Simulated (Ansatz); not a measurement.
# BrClH4N2Si: one species, many methods

The task here is to estimate one member of a computed series from the others.

Method: functionals in def2-TZVPP, the program's frozen cores in correlated methods; program: Ansatz 0.2.0, Gaussian basis.

The runs, in order: LDA (SPW92), PBE-D4, revPBE-D4, BLYP-D4, r2SCAN-D4, B97M-V, PBE0-D4, B3LYP-D4, r2SCANh-D4, r2SCAN0-D4, HSE06-D4, BHLYP-D4, CAM-B3LYP-D4, LC-ωPBE, ωB97X-V, ωB97M-V, B2PLYP, PBE-QIDH; CCSD(T)/def2-SVP; CCSD(T)/def2-TZVPP; MP2/def2-QZVPP; extrapolation to the limit; RPA on PBE.

### The geometry

The geometry comes from an earlier relaxation with PBE0-D4 in a triple-zeta def2 set; it is a stationary point, not always the lowest conformer.

SMILES `N[Si](N)(Cl)Br`, 9 atoms, charge 0, spin multiplicity 1.

Atoms are counted from 1 here; the program's logs count them from 0.

Bond lengths: N1–Si2 1.690 Å, N1–H6 1.007 Å, N1–H7 1.007 Å, Si2–N3 1.689 Å, Si2–Cl4 2.056 Å, Si2–Br5 2.227 Å, N3–H8 1.008 Å, N3–H9 1.006 Å. Angles: Si2–N1–H6 119.7°, Si2–N1–H7 120.2°, H6–N1–H7 112.4°, N1–Si2–N3 109.0°, N1–Si2–Cl4 104.7°, N1–Si2–Br5 116.6°, N3–Si2–Cl4 116.7°, N3–Si2–Br5 104.5°, Cl4–Si2–Br5 105.8°, Si2–N3–H8 119.9°, Si2–N3–H9 120.6°, H8–N3–H9 112.7°.

Set-up of the first run:

The input, in.yaml:

```yaml
crystal:
  periodic: [false, false, false]
  atoms:
    - {symbol: N, position_ang: [-0.571463, 1.271006, -0.470529]}
    - {symbol: Si, position_ang: [0.239613, -0.204873, -0.327266]}
    - {symbol: N, position_ang: [-0.030681, -0.831734, 1.217811]}
    - {symbol: Cl, position_ang: [-0.437465, -1.326735, -1.911523]}
    - {symbol: Br, position_ang: [2.457286, -0.148100, -0.526476]}
    - {symbol: H, position_ang: [-0.402678, 2.000410, 0.203610]}
    - {symbol: H, position_ang: [-0.804256, 1.635087, -1.379686]}
    - {symbol: H, position_ang: [-0.972815, -0.947934, 1.555584]}
    - {symbol: H, position_ang: [0.610959, -1.493424, 1.621374]}
basis:
  gaussian: {orbitals: def2-TZVPP}
hamiltonian: {xc: lda}
output: {orbitals: {seedname: orbitals}}
```

The run is started by

```
ansatz run in.yaml --threads 4 --pin off --events-out ev --progress --plain --max-ram 10444MiB
```

Among the steps run: LDA; PBE-D4 (GGA); revPBE-D4 (GGA); BLYP-D4 (GGA); r2SCAN-D4 (meta-GGA); B97M-V (meta-GGA); PBE0-D4 (hybrid); B3LYP-D4 (hybrid); r2SCANh-D4 (hybrid); r2SCAN0-D4 (hybrid); HSE06-D4 (hybrid); BHLYP-D4 (hybrid); CAM-B3LYP-D4 (range-separated); LC-ωPBE (range-separated); ωB97X-V (range-separated); ωB97M-V (range-separated); B2PLYP (double hybrid); PBE-QIDH (double hybrid).

One table of the session follows, with a row left open; its other results are not shown here.

It belongs to the step «Frontier levels by functional». 

| functional | HOMO (eV) | LUMO (eV) | gap (eV) |
| --- | --- | --- | --- |
| LDA (SPW92) | ? | ? | ? |
| PBE-D4 | -6.47 | -0.44 | 6.03 |
| revPBE-D4 | -6.41 | -0.34 | 6.07 |
| BLYP-D4 | -6.32 | -0.40 | 5.92 |
| r2SCAN-D4 | -6.81 | 0.05 | 6.86 |
| B97M-V | -6.89 | -0.08 | 6.80 |
| PBE0-D4 | -7.87 | 0.48 | 8.35 |
| B3LYP-D4 | -7.61 | 0.15 | 7.76 |
| r2SCANh-D4 | -7.33 | 0.36 | 7.69 |
| r2SCAN0-D4 | -8.10 | 0.82 | 8.92 |
| HSE06-D4 | -7.47 | 0.11 | 7.58 |
| BHLYP-D4 | -9.12 | 1.22 | 10.34 |
| CAM-B3LYP-D4 | -9.25 | 1.34 | 10.59 |
| LC-ωPBE | -10.66 | 2.68 | 13.34 |
| ωB97X-V | -10.28 | 2.46 | 12.74 |
| ωB97M-V | -10.15 | 2.02 | 12.17 |

**Question.** Estimate the row for LDA (SPW92).

As computed: HOMO (eV): -6.64; LUMO (eV): -0.65; gap (eV): 5.99. In the column «HOMO (eV)» it lies between r2SCAN-D4 (-6.81) and PBE-D4 (-6.47).
